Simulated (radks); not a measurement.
**The Coulomb parameter U of the 4d shell of Mo⁺**

The task here is to estimate one member of a computed series from the others.

Method: scalar-relativistic Kohn-Sham, BLYP, spin-unpolarised, spherical densities, point nucleus. Code: radks (a radial shooting solver on a logarithmic mesh, Libxc functionals) version 1.

**What is computed**

* element: molybdenum (Z = 42)
* charge: +1
* electrons: 41
* configuration: [Kr] 4d4 5s1

The outer shells:

Mo⁺
```
[Kr] core
4d [↑ ][↑ ][↑ ][↑ ][  ]
5s [↑ ]
```

The first run:

Settings of this run:

```text
Z 42
configuration [Kr] 4d4 5s1
relativity scalar-relativistic
functional b88,lyp
spin unpolarised
nucleus point
c 137.035999084
```

Steps of the session up to this table: Start: [Kr] 4d4 5s1.

One table of the session follows, with a row left open; its other results are not shown here.

It belongs to the step «Start: [Kr] 4d4 5s1». From the orbitals of this run (lengths in bohr):

| level | <r> | outermost maximum (interpolated) | 90 % within | nodes |
| --- | --- | --- | --- | --- |
| 2p | 0.1339 | 0.104 | 0.218 | 0 |
| 3s | 0.4290 | 0.384 | 0.634 | 2 |
| 3p | 0.4307 | 0.377 | 0.651 | 1 |
| 3d | 0.4153 | 0.322 | 0.664 | 0 |
| 4s | ? | ? | ? | ? |
| 4p | 1.229 | 1.07 | 1.82 | 2 |
| 4d | 1.802 | 1.35 | 2.89 | 1 |
| 5s | 3.146 | 2.72 | 4.61 | 4 |

Estimate the missing values for 4s.

As computed: <r>: 1.103; outermost maximum (interpolated): 0.987; 90 % within: 1.61; nodes: 3. In the column «<r>» it lies between 3p (0.4307) and 4p (1.229).
